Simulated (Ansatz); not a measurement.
# H5NSeSi: small, medium and large basis sets

How large a basis does H5NSeSi need? Two functionals are run in growing sets.

Program: Ansatz 0.2.0, Gaussian basis. Level of theory: one geometry, several basis sets. These are calculated values, not measurements.

Levels to be run: PBE0-D4/def2-SVP; ωB97M-V/def2-SVP; PBE0-D4/def2-QZVPP; ωB97M-V/def2-QZVPP; the functionals' def2-TZVPP values are taken from earlier runs.

## 1. The geometry

The geometry comes from an earlier relaxation with PBE0-D4 in a triple-zeta def2 set; it is a stationary point, not always the lowest conformer.

8 atoms, charge 0, spin multiplicity 1.

Atoms are counted from 1 here; the program's logs count them from 0.

Bond lengths: N1–Si2 1.711 Å, N1–H4 1.008 Å, N1–H5 1.008 Å, Si2–Se3 2.293 Å, Si2–H6 1.482 Å, Si2–H7 1.482 Å, Se3–H8 1.469 Å. Angles: Si2–N1–H4 120.2°, Si2–N1–H5 119.2°, H4–N1–H5 110.8°, N1–Si2–Se3 117.9°, N1–Si2–H6 106.1°, N1–Si2–H7 109.7°, Se3–Si2–H6 109.2°, Se3–Si2–H7 101.7°, H6–Si2–H7 112.4°, Si2–Se3–H8 93.5°.

## 2. PBE0-D4 in def2-SVP

The input, in.yaml:

```yaml
crystal:
  periodic: [false, false, false]
  atoms:
    - {symbol: N, position_ang: [-0.823512, 0.520083, -0.938195]}
    - {symbol: Si, position_ang: [0.534811, 0.369673, 0.091303]}
    - {symbol: Se, position_ang: [1.079967, -1.724875, 0.848190]}
    - {symbol: H, position_ang: [-0.862786, 0.004890, -1.803646]}
    - {symbol: H, position_ang: [-1.741164, 0.608949, -0.531845]}
    - {symbol: H, position_ang: [0.272457, 1.254011, 1.251116]}
    - {symbol: H, position_ang: [1.763787, 0.751984, -0.643684]}
    - {symbol: H, position_ang: [-0.131359, -1.841816, 1.670862]}
basis:
  gaussian: {orbitals: def2-SVP}
hamiltonian: {xc: pbe0, dispersion: d4}
output: {orbitals: {seedname: orbitals}}
```

Command:

```bash
> ansatz run in.yaml --threads 2 --pin off --events-out ev --progress --plain --max-ram 4352MiB
```

The runs that follow: ωB97M-V in def2-SVP; PBE0-D4 in def2-QZVPP; ωB97M-V in def2-QZVPP.

**Question.** What will the summary of the whole plan be? Wanted: PBE0-D4: double and triple zeta above quadruple; ωB97M-V: double and triple zeta above quadruple.

**Answer**, as computed:

```
                                       quantity           value
PBE0-D4: double and triple zeta above quadruple  14.56, 1.75 eV
ωB97M-V: double and triple zeta above quadruple  14.57, 1.69 eV
```

For PBE0-D4 the step from double to triple zeta gains 12.80 eV and the next only 1.75 eV. These are total energies; as a rule much of such shifts cancels in differences, which this series doesn't test. The LUMO of ωB97M-V is positive and keeps falling with the basis (2.56 to 1.35 eV): an unbound level that the basis holds in place.
